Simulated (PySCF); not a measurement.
# C5H7BO: the cost of one run

Computed with PySCF 2.14.0 and routines of our own; the level stands in each step. Atoms count from 0.

## 1. The system as given

14 atoms, charge 0, multiplicity 1; geometry from: GFN2-xTB.

## 2. Optimising the geometry at PBE0-D3(BJ)/def2-SVP

Job settings and geometry (Å):

```
{"job": {"xc": "PBE0", "basis": "def2-SVP", "d3": "d3bj", "grid": 2, "kind": "geom"}, "charge": 0, "multiplicity": 1}
C     -1.430345     1.113222     0.221588
B     -0.425184    -0.091968     0.012957
C     -0.921837    -1.470398    -0.583722
C      1.027503     0.108102     0.302517
C      2.192463     0.119196     1.013228
C      2.313279     0.531737    -0.306194
O      2.867086     0.926740    -1.284434
H     -1.021575     2.049944    -0.151021
H     -2.392315     0.949915    -0.255885
H     -1.615982     1.264271     1.284505
H     -1.203734    -1.331596    -1.626920
H     -0.179890    -2.263964    -0.549247
H     -1.816723    -1.819041    -0.071894
H      2.606576    -0.086633     1.972356
```

Started as:

```bash
$ OMP_NUM_THREADS=1 python excited_run.py task.json out
```

One launch serves the whole session: the jobs run in the order shown.

**Question.** How long does this first job take on 1 thread of Arm Neoverse V1, shared host, and how much memory does it need?

About 99 s, with a peak of 0.73 GiB.
